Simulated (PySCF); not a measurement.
**MoO2: triplet, from a side-on start**

The task is one start of a wider search on MoO2: the triplet, built as side-on. It is relaxed, tested by its Hessian and followed downhill if it is a saddle.

Computed with PySCF 2.14.0. Level: BP86, basis Mo def2-TZVP with ECP28, O def2-TZVP, scalar-relativistic core potentials, no spin–orbit coupling, density fitting.

## 1. Starting geometry

3 atoms, charge 0, spin multiplicity 3.

Bond lengths: Mo1–O2 2.050 Å, Mo1–O3 2.050 Å, O2–O3 1.400 Å. Angles: O2–Mo1–O3 39.9°, Mo1–O2–O3 70.0°, Mo1–O3–O2 70.0°.

Z-matrix (Å, degrees; charge 0 multiplicity 3):
```
Mo
O  1 2.0502
O  1 2.0502 2 39.93
```

## 2. Relaxation: side-on start, triplet

One driver script runs all steps and calls PySCF; scf.py shows how it sets up the SCF of each step. The optimiser is the driver's own. Before each start the driver seeks the lowest SCF state from one or more starting densities and follows internal instabilities, so scf.py alone need not reach the same state.

The program finds C2v symmetry in the start, which this walk keeps.

The input, scf.py:

```python
from pyscf import gto, scf, dft
mol = gto.M(atom='''
Mo     0.000000     0.000000    -0.474570
O      0.700000    -0.000000     1.452428
O     -0.700000     0.000000     1.452428''',
    basis={'Mo': 'def2-TZVP', 'O': 'def2-TZVP'},
    ecp={'Mo': 'def2-TZVP'},
    charge=0, spin=2)
mf = dft.UKS(mol, xc='B88,P86')
mf.grids.atom_grid = (50, 194)
aux = {'Mo': 'def2-universal-JKFIT', 'O': 'def2-universal-JKFIT'}
mf = mf.density_fit(auxbasis=aux)
mf.kernel()
```

Further steps of the session: Frequencies.

Q: Predict the outcome of this session. Wanted: minimum; geometry; wavenumbers; dipole moment; highest occupied, lowest empty level; polar-tensor charge of Mo1; zero-point energy; atomisation energy; ⟨S²⟩.

The runs gave:

| quantity | value |
| --- | --- |
| minimum | broken-symmetry (Ms = 1), C2v |
| geometry | Mo–O 1.910 Å (×2), O–O 1.437 Å; Mo–O–O 67.9° (×2), O–Mo–O 44.2° |
| wavenumbers (cm⁻¹) | 464, 592, 920 |
| dipole moment | 3.87 D |
| highest occupied, lowest empty level (either spin) | -4.36, -3.92 eV |
| polar-tensor charge of Mo1 | +0.85 e |
| zero-point energy | 11.8 kJ/mol |
| entropy at 298.15 K | 275.5 J/(mol K) |
| atomisation energy (no zero-point energy) | 787 kJ/mol |
| ⟨S²⟩ | 2.823 |

The side-on start keeps its C2v symmetry and ends in a minimum. The determinant is spin-contaminated (⟨S²⟩ = 2.82 against 2.00), so it is no pure spin state. In the infrared the band at 920 cm⁻¹ leads. Other starts or spin states, not run here, may lie lower. The SCF density has lower symmetry than the nuclear frame. Open d and f shells are described by one determinant, and the ground state may have another occupation or spin.
